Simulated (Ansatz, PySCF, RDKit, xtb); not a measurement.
**Which structure has the formula Si2H6OF+?**

Task: start from the formula Si2H6OF+ (charge +1), draw up candidate structures, narrow them down in stages, and characterise the one that lies lowest at 200 K.

The funnel: GFN2-xTB relaxations, single points with a density functional, relaxations at BLYP-D3(BJ)/def2-SVP, harmonic vibrations, and a last energy at a higher level. All values are calculated.

7 further runs of the same task are left out: 7 set aside as unsound or not needed.

### Step 1. Drawing up candidates

A program enumerates the bonding patterns with one Lewis structure each (two rings at most, one unusual centre or charged pair), with their diastereomers. O–O, O–halogen and N–halogen bonds and N–N–N chains are not drawn. That gives 3 candidates.

```
label                 SMILES     spin
 c009  [OH2+][Si@H](F)[SiH3]  singlet
 c503     F[SiH2][OH+][SiH3]  singlet
 c576    [OH2+][SiH2][SiH2]F  singlet
```

Candidates are built by distance geometry, with a force field where one applies, in up to four conformers (letters a to d). 8 starts with atoms placed at random are added, to find patterns that the rules miss.

Q: Predict the outcome of this search (final energies at CCSD(T)/def2-SVP + MP2/def2-TZVPP - MP2/def2-SVP).

| quantity | value |
| --- | --- |
| lowest structure found | F[SiH2][OH+][SiH3], singlet, C1 |
| next finalist | O[SiH2][F+][SiH3], singlet, 10.0 kcal/mol higher in G |
| share at equilibrium, among the finalists | 100.0 % |
| harmonic wavenumbers, lowest and highest (BLYP-D3(BJ)/def2-SVP) | 35 and 3593 cm⁻¹ |
| rotational constants, same geometry | 0.2946, 0.0729, 0.06376 cm⁻¹ |
| HOMO energy (PBE0/def2-TZVPD) | -15.00 eV |
| LUMO energy (PBE0/def2-TZVPD) | -6.25 eV |
| HOMO–LUMO gap (PBE0/def2-TZVPD) | 8.75 eV |
| lowest excitation (TD-B3LYP/def2-SVPD) | 7.24 eV (f = 0.000) |
| strongest of the states computed, same level | 9.29 eV (f = 0.076) |
| lowest triplet excitation, same level, Tamm-Dancoff | 6.81 eV |
| vertical ionisation energy | 17.09 eV |
| vertical recombination energy (electron added) | 4.64 eV |
| vertical triplet less singlet | +6.93 eV |

The search ends on `F[SiH2][OH+][SiH3]`. The margin of 10.0 kcal/mol over the next finalist is beyond the usual error of the last level; it says nothing of structures that weren't ranked. GFN2-xTB, HF/STO-3G, r2SCAN-D4/def2-SVP, BLYP-D3(BJ)/def2-SVP, HF/def2-SVP and MP2/def2-SVP already put its bonding pattern lowest among the structures in one piece. The search is not exhaustive (a finite list of starts, one conformer a finalist), so a lower isomer can't be ruled out. Patterns outside the rules of the enumeration were met only by chance.
